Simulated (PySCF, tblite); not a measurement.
# C₄H₇BClO₂ radical: geometry, infrared bands and EPR parameters

Wanted: the infrared bands and EPR parameters of C₄H₇BClO₂ radical (`C=[C][C@@H](C)OB(O)Cl`), by calculation.

Programs: tblite 0.8.0 and PySCF 2.14.0, with density-fitted response routines of our own. Each step states its level of theory. These are calculated values for one molecule in the gas phase, unless marked as measured. Atoms are numbered from 0 throughout.

## (1) The starting structure

15 atoms, charge 0, multiplicity 2; geometry from: force field or distance geometry start.

Bonds of the start (Å): C0–C1 1.33, C1–C2 1.49, C2–C3 1.54, C2–O4 1.37, O4–B5 1.45, B5–O6 1.46, B5–Cl7 1.84, C0–H8 1.09, C0–H9 1.11, C2–H10 1.09, C3–H11 1.13, C3–H12 1.10, C3–H13 1.11, O6–H14 1.00.

## (2) Geometry optimisation with GFN2-xTB

The job: settings as JSON, then the geometry in Å.

```
{"job": {"kind": "relax", "xc": "GFN2-xTB", "basis": "xTB"}, "charge": 0, "multiplicity": 2}
C     -0.587400     2.246800    -0.164000
C     -1.230700     1.119400    -0.452700
C     -0.602000    -0.185300    -0.124000
C     -1.584100    -1.276400    -0.575500
O      0.512700    -0.358000    -0.907700
B      1.696400    -0.657400    -0.124400
O      2.588800     0.458200     0.192200
Cl     2.295500    -2.379700     0.149500
H      0.394900     2.264800     0.307200
H     -1.096700     3.197500    -0.412000
H     -0.349100    -0.313300     0.926600
H     -1.342400    -2.237000    -0.037700
H     -2.574200    -0.945300    -0.214400
H     -1.507700    -1.400100    -1.678700
H      3.381300     0.473800    -0.411900
```

On the command line:

```
> OMP_NUM_THREADS=1 python probes_run.py task.json out
```

One launch serves the whole session: the jobs run in the order shown.

The log of the run:

```text
step      E/eV     max force
  0    -706.81279    4.502
  1    -707.45010    2.328
  2    -707.66648    2.018
  3    -707.77217    0.881
  4    -707.83857    0.759
  5    -707.88902    0.565
  6    -707.92821    0.575
  7    -707.99344    0.764
  8    -708.06141    0.828
  9    -708.12244    0.703
 10    -708.17738    0.591
 11    -708.22131    0.625
 12    -708.25825    0.715
 13    -708.27509    0.972
 14    -708.30225    0.392
 15    -708.31599    0.262
 16    -708.32568    0.295
 17    -708.33952    0.405
 18    -708.34802    0.322
 19    -708.35557    0.220
 20    -708.36009    0.149
 21    -708.36290    0.135
 22    -708.36515    0.188
 23    -708.36802    0.209
 24    -708.37104    0.167
 25    -708.37375    0.144
 26    -708.37613    0.128
 27    -708.37885    0.181
 28    -708.38258    0.238
 29    -708.38724    0.226
 30    -708.39265    0.234
 31    -708.39918    0.241
 32    -708.40826    0.256
 33    -708.42097    0.362
 34    -708.43517    0.483
 35    -708.45043    0.494
 36    -708.46813    0.403
 37    -708.48149    0.452
 38    -708.47537    0.668
 39    -708.50090    0.338
 40    -708.50984    0.338
 41    -708.53291    0.472
 42    -708.55167    0.296
 43    -708.56489    0.415
 44    -708.57999    0.470
 45    -708.59366    0.342
 46    -708.62475    0.322
 47    -708.63853    0.469
 48    -708.64962    0.550
 49    -708.65804    0.316
 50    -708.66209    0.179
 51    -708.66571    0.161
 52    -708.66810    0.125
 53    -708.67014    0.103
 54    -708.67152    0.089
 55    -708.67306    0.089
 56    -708.67479    0.127
 57    -708.67702    0.146
 58    -708.67942    0.129
 59    -708.68163    0.135
 60    -708.68370    0.132
 61    -708.68634    0.141
 62    -708.69038    0.165
 63    -708.69641    0.209
 64    -708.70396    0.279
 65    -708.71260    0.323
 66    -708.72101    0.245
 67    -708.72799    0.243
 68    -708.73213    0.221
 69    -708.73375    0.360
 70    -708.73693    0.114
 71    -708.73831    0.081
 72    -708.73962    0.071
 73    -708.74030    0.057
 74    -708.74078    0.047
 75    -708.74114    0.061
 76    -708.74145    0.060
 77    -708.74171    0.040
 78    -708.74188    0.029
 79    -708.74202    0.033
 80    -708.74224    0.046
 81    -708.74258    0.059
 82    -708.74296    0.057
 83    -708.74328    0.036
 84    -708.74350    0.031
 85    -708.74369    0.036
 86    -708.74388    0.033
 87    -708.74404    0.032
 88    -708.74413    0.022
 89    -708.74419    0.022
 90    -708.74430    0.026
 91    -708.74452    0.054
 92    -708.74494    0.085
 93    -708.74569    0.101
 94    -708.74680    0.081
 95    -708.74819    0.101
 96    -708.74981    0.114
 97    -708.75187    0.151
 98    -708.75464    0.184
 99    -708.75726    0.140
100    -708.75080    0.336
101    -708.76045    0.091
102    -708.76118    0.087
103    -708.76226    0.099
104    -708.76333    0.118
105    -708.76522    0.137
106    -708.76799    0.244
107    -708.77145    0.188
108    -708.77485    0.212
109    -708.77663    0.307
110    -708.75953    0.839
111    -708.78201    0.192
112    -708.78469    0.169
113    -708.78796    0.496
114    -708.79194    0.148
115    -708.79513    0.100
116    -708.79700    0.474
117    -708.80216    0.132
118    -708.80455    0.130
119    -708.80046    0.579
120    -708.80805    0.111
121    -708.80941    0.103
122    -708.81078    0.216
123    -708.81249    0.067
124    -708.81328    0.067
125    -708.81555    0.123
126    -708.81674    0.113
127    -708.81814    0.107
128    -708.82034    0.148
129    -708.82183    0.100
130    -708.82348    0.160
131    -708.82572    0.102
132    -708.82704    0.244
133    -708.82846    0.141
134    -708.82942    0.066
135    -708.83002    0.051
136    -708.83046    0.051
137    -708.83093    0.050
138    -708.83140    0.061
139    -708.83179    0.061
140    -708.83241    0.039
141    -708.83281    0.095
142    -708.83332    0.075
143    -708.83367    0.064
144    -708.83418    0.056
145    -708.83461    0.049
146    -708.83490    0.041
147    -708.83508    0.046
148    -708.83521    0.040
149    -708.83535    0.029
150    -708.83551    0.045
151    -708.83572    0.052
152    -708.83603    0.052
153    -708.83652    0.050
154    -708.83719    0.052
155    -708.83783    0.068
156    -708.83808    0.054
157    -708.83824    0.083
158    -708.83842    0.031
159    -708.83847    0.019
160    -708.83851    0.015
161    -708.83853    0.010
```

Wall time 0.97 s (1 thread of Arm Neoverse V2, shared host).

Along the way: (not every step is listed)

| step | energy from step 0 (eV) | largest force (eV/Å) |
| --- | --- | --- |
| 0 | 0.0000 | 4.5019 |
| 1 | -0.6373 | 2.3280 |
| 2 | -0.8537 | 2.0176 |
| 3 | -0.9594 | 0.8810 |
| 4 | -1.0258 | 0.7594 |
| 5 | -1.0762 | 0.5655 |
| 6 | -1.1154 | 0.5753 |
| 7 | -1.1807 | 0.7637 |
| 8 | -1.2486 | 0.8279 |
| 22 | -1.5524 | 0.1879 |
| 36 | -1.6553 | 0.4030 |
| 50 | -1.8493 | 0.1791 |
| 64 | -1.8912 | 0.2787 |
| 78 | -1.9291 | 0.0293 |
| 92 | -1.9322 | 0.0846 |
| 106 | -1.9552 | 0.2438 |
| 120 | -1.9953 | 0.1106 |
| 134 | -2.0166 | 0.0664 |
| 148 | -2.0224 | 0.0401 |
| 156 | -2.0253 | 0.0541 |
| 157 | -2.0255 | 0.0828 |
| 158 | -2.0256 | 0.0307 |
| 159 | -2.0257 | 0.0191 |
| 160 | -2.0257 | 0.0146 |
| 161 | -2.0257 | 0.0099 |

Distances of close pairs at the start and the end, largest changes first:

| bond | before (Å) | after (Å) | change (Å) |
| --- | --- | --- | --- |
| O4–B5 | 1.451 | 1.329 | -0.121 |
| B5–O6 | 1.463 | 1.348 | -0.115 |
| B5–Cl7 | 1.844 | 1.759 | -0.085 |
| C2–O4 | 1.374 | 1.451 | +0.078 |
| C3–H11 | 1.127 | 1.087 | -0.041 |
| O6–H14 | 0.997 | 0.957 | -0.039 |
| C0–C1 | 1.330 | 1.291 | -0.038 |
| C1–C2 | 1.485 | 1.459 | -0.026 |

The next job starts from the end point, and lists it.

## (3) Vibrational analysis with GFN2-xTB

The job: settings as JSON, then the geometry in Å.

```
{"job": {"kind": "ir", "xc": "GFN2-xTB", "basis": "xTB"}, "charge": 0, "multiplicity": 2}
C     -0.534762     2.189256    -0.737544
C     -0.871873     1.127131    -0.084845
C     -0.573586    -0.291709     0.074946
C     -1.715913    -1.165060    -0.441338
O      0.620540    -0.637808    -0.673530
B      1.851532    -0.562122    -0.177241
O      2.131553    -0.217387     1.095290
Cl     3.146513    -0.961282    -1.298535
H      0.246591     2.208409    -1.500100
H     -1.014484     3.142815    -0.570521
H     -0.376762    -0.504359     1.134968
H     -1.462838    -2.214588    -0.319023
H     -2.623795    -0.943542     0.112485
H     -1.880126    -0.963109    -1.496213
H      3.052996    -0.198655     1.353634
```

The log of the run:

```text
mode    cm-1     km/mol
  1      19.6      1.12
  2      61.1      0.55
  3      81.2      3.16
  4     120.3      0.02
  5     170.2      4.63
  6     194.1      3.49
  7     249.6      5.13
  8     302.1      9.24
  9     349.0      1.67
 10     375.8      5.80
 11     474.6      4.57
 12     523.1     28.62
 13     527.5    152.95
 14     556.8      6.07
 15     659.6     15.93
 16     806.2     23.99
 17     854.6     34.42
 18     866.7     27.32
 19     940.0    141.07
 20     955.6     55.13
 21    1037.5      5.10
 22    1070.0    382.74
 23    1080.8    135.14
 24    1110.9     50.90
 25    1259.9     43.17
 26    1272.4     14.02
 27    1351.1    334.94
 28    1356.6    155.67
 29    1388.2      1.62
 30    1467.0      4.18
 31    1483.4      4.24
 32    1815.3     35.46
 33    2867.3      9.56
 34    2868.5     22.53
 35    3045.3      5.55
 36    3048.6     17.97
 37    3051.6     18.86
 38    3055.9     14.87
 39    3628.3     42.13
```

It took 0.41 s on 1 thread of Arm Neoverse V2, shared host.

Which atoms move in the most intense modes:

| cm⁻¹ | km/mol | atoms |
| --- | --- | --- |
| 528 | 152.9 | H14 82 %, O6 12 % |
| 940 | 141.1 | H14 55 %, O4 14 % |
| 956 | 55.1 | H8 25 %, C1 19 %, H9 17 %, H14 16 % |
| 1070 | 382.7 | B5 25 %, O6 16 %, C2 15 %, O4 13 % |
| 1081 | 135.1 | B5 21 %, C2 13 %, H11 12 %, O6 12 % |
| 1111 | 50.9 | C2 38 %, C3 21 %, H13 16 % |
| 1351 | 334.9 | B5 44 %, H9 16 %, H8 14 %, O4 13 % |
| 1357 | 155.7 | H9 33 %, H8 27 %, B5 21 % |

## (4) g tensor and hyperfine couplings: B3LYP/pcH-1

The job, as its differences from that of step 3:

```diff
@@ -1,2 +1,2 @@
-{"job": {"kind": "ir", "xc": "GFN2-xTB", "basis": "xTB"}, "charge": 0, "multiplicity": 2}
+{"job": {"kind": "epr", "basis": "pcH-1"}, "charge": 0, "multiplicity": 2}
 C     -0.534762     2.189256    -0.737544
```

With the program's defaults for keys left out, this is: UKS B3LYP, pcH-1 on B C Cl H O, non-relativistic, mean-field spin-orbit, GIAO.

The log of the run:

```text
UKS, coarse grid
  cycle   1  E = -792.04917583  |g| = 6.92e-01
  cycle   2  E = -791.83758450  |g| = 1.04e+00
  cycle   3  E = -792.21411159  |g| = 1.10e-01
  cycle   4  E = -792.21835425  |g| = 5.35e-02
  cycle   5  E = -792.21944980  |g| = 1.81e-02
  cycle   6  E = -792.21958630  |g| = 5.53e-03
  cycle   7  E = -792.21961170  |g| = 2.15e-03
  cycle   8  E = -792.21961999  |g| = 1.35e-03
  cycle   9  E = -792.21962375  |g| = 8.71e-04
UKS, final grid
  cycle   1  E = -792.21959877  |g| = 1.42e-03
  cycle   2  E = -792.21959666  |g| = 2.61e-03
  cycle   3  E = -792.21959992  |g| = 1.51e-04
  cycle   4  E = -792.21959997  |g| = 1.33e-04
  cycle   5  E = -792.21960000  |g| = 6.51e-05
  cycle   6  E = -792.21960001  |g| = 8.46e-06
E = -792.21960001 Eh   <S^2> = 0.7584 (exact 0.7500)
g shifts (ppm)      1          2          3
  rmc          -163       -163       -163
  gc             42         10         17
  oz_so        -629         10        753
  total        -750       -142        607
hyperfine (MHz)  atom isotope    a_iso     a_fc   dipolar eigenvalues
    0   13C     -14.07     -14.07    -17.58      2.35     15.23
    1   13C     259.45     259.57    -81.38    -61.46    142.84
    2   13C      55.56      55.56     -4.61     -2.93      7.54
    3   13C       3.60       3.60     -1.64     -0.38      2.01
    4   17O     -33.55     -33.55    -20.84     10.16     10.67
    5   11B      -0.26      -0.26     -1.35      0.15      1.20
    6   17O       0.24       0.24     -0.48     -0.03      0.51
    7  35Cl       1.47       1.46     -1.06     -1.03      2.09
    8    1H     180.79     180.79     -4.71     -1.87      6.58
    9    1H     122.29     122.29     -6.41     -5.13     11.54
   10    1H      20.71      20.72     -7.92     -4.46     12.38
   11    1H       0.38       0.38     -1.97     -1.56      3.53
   12    1H       3.74       3.74     -4.36     -2.81      7.17
   13    1H      -0.49      -0.49     -3.16     -2.78      5.94
   14    1H      -0.30      -0.31     -0.93     -0.88      1.80
```

Run time: 91 s. Hardware: 1 thread of Arm Neoverse V2, shared host; peak memory 0.97 GiB.

Principal g values 2.00157, 2.00218, 2.00293; g(iso) = 2.00222, against 2.00232 for a free electron.

Hyperfine couplings; where a row names several nuclei, a(iso) is their mean (it holds for fast rotation or exchange) and the dipolar term the largest among them:

| nuclei | isotope | a(iso) (MHz) | a(iso) (G, at g = 2.0023) | largest dipolar term (MHz) |
| --- | --- | --- | --- | --- |
| C1 | 13C | 259.4 | 92.6 | 142.8 |
| H8 | 1H | 180.8 | 64.5 | 6.6 |
| H9 | 1H | 122.3 | 43.6 | 11.5 |
| C2 | 13C | 55.6 | 19.8 | 7.5 |
| O4 | 17O | -33.6 | -12.0 | -20.8 |
| H10 | 1H | 20.7 | 7.4 | 12.4 |
| C0 | 13C | -14.1 | -5.0 | -17.6 |
| C3 | 13C | 3.6 | 1.3 | 2.0 |
| Cl7 | 35Cl | 1.5 | 0.5 | 2.1 |
| H11, H12, H13 | 1H | 1.2 | 0.4 | 7.2 |
| H14 | 1H | -0.3 | -0.1 | 1.8 |
| B5 | 11B | -0.3 | -0.1 | -1.3 |
| O6 | 17O | 0.2 | 0.1 | 0.5 |

Mulliken spin populations:

C0 -0.16; C1 0.98; C2 -0.02; C3 0.00; O4 0.05; B5 0.00; O6 0.00; Cl7 0.00; H8 0.09; H9 0.05; H10 0.01; H11 0.00; H12 0.00; H13 0.00; H14 0.00

In first order the couplings over 0.8 MHz of 1H, 35Cl give 128 distinct lines over 118.5 G, if the averaged nuclei exchange fast.

Orbitals, density, ELF and potential are computed afterwards from the orbital file.

ELF in a plane through or near 4 of the atoms.

Values, 10 rows by 14 columns:
```
0.00 0.00 0.00 0.00 0.00 0.00 0.00 0.00 0.00 0.00 0.00 0.00 0.00 0.00
0.00 0.00 0.00 0.00 0.00 0.00 0.00 0.00 0.05 0.01 0.00 0.00 0.00 0.00
0.00 0.00 0.00 0.00 0.00 0.01 0.14 0.25 0.86 0.78 0.03 0.00 0.00 0.00
0.00 0.00 0.00 0.00 0.00 0.01 0.53 0.73 0.36 0.49 0.10 0.00 0.00 0.00
0.00 0.00 0.04 0.02 0.12 0.09 0.04 0.28 0.65 0.51 0.03 0.00 0.00 0.00
0.00 0.04 0.18 0.14 0.16 0.25 0.66 0.57 0.52 0.30 0.11 0.02 0.00 0.00
0.00 0.01 0.21 0.12 0.22 0.39 0.65 0.08 0.55 0.24 0.45 0.05 0.00 0.00
0.00 0.00 0.00 0.01 0.01 0.00 0.00 0.46 1.00 0.89 0.05 0.00 0.00 0.00
0.00 0.00 0.00 0.00 0.00 0.00 0.00 0.00 0.11 0.04 0.00 0.00 0.00 0.00
0.00 0.00 0.00 0.00 0.00 0.00 0.00 0.00 0.00 0.00 0.00 0.00 0.00 0.00
```
The map spans 11.8 Å across and 11.3 Å up, centred on the molecule. Atoms in the plane (x, y in Å): C0 (0.8, 2.2), C3 (1.6, -1.3), B5 (-1.9, -0.4), H11 (1.3, -2.3).

log10 of the density (e/Å³) in the same plane.

Ten even steps from ' ' (-4.0) to '@' (1.3):
```
                                                        
                                                        
                        ....::::::::::..                
                      ..::----======--::..              
                    ::--====++****++==--::..            
                  ..::==++**######**++==--..            
            ......::--==++**##%%##**++==--::            
      ....::::--------====**######**++==--::            
    ..::----====++++++++++++**####**++==--::            
    ::--====++++******************++++==--::..          
  ..::--==++++**##@@##%%%%%%######****++==--::..        
  ..::--==++++****####%%%%%%##########**++==--::        
    ::--====++++++++************##@@%%##++==--::        
    ..::------==============++**######**++==::..        
        ..::::::::::::::::--==**####**++--::..          
                          ::--========--::..            
                            ..::::::::..                
                                                        
                                                        
                                                        
```
The map spans 11.8 Å across and 11.3 Å up, centred on the molecule. Atoms in the plane (x, y in Å): C0 (0.8, 2.2), C3 (1.6, -1.3), B5 (-1.9, -0.4), H11 (1.3, -2.3).

On the surface of density 0.002 e/bohr³ the electrostatic potential runs, from the 1st to the 99th percentile, from -1.13 V near O4 to 2.52 V near H14.

The spin density lies nearest to C1 70 %; H8 6 %; C0 6 % (beta excess).

## (5) Results

| quantity | value |
| --- | --- |
| strongest single infrared mode (GFN2-xTB) | 1070 cm⁻¹, 383 km/mol |
| zero-point energy (GFN2-xTB) | 66.3 kcal/mol |
| g(iso) (B3LYP) | 2.00222 |
| ⟨S²⟩ | 0.758 (exact 0.75) |
| largest a(iso) (averaged by class) | 13C on C1, 259.4 MHz |
| surface potential, 1st and 99th percentile | -1.13 V and 2.52 V |

What this shows: The optimisation took 161 steps and gained 2.026 eV; among the close pairs (by a distance rule), O4–B5 changed most, from 1.451 to 1.329 Å. No mode is imaginary among the 39: a minimum at this level. The strongest single mode, at 1070 cm⁻¹, has its largest shares on B5, O6, C2 and O4 (the list is cut at 4 atoms). Unscaled tight-binding wavenumbers are off by several per cent, some by more. Its intensities can rank the bands wrongly. Most of the unpaired spin sits on C1 (0.98 e). The isotropic g lies 0.1 ppt below the free-electron value.
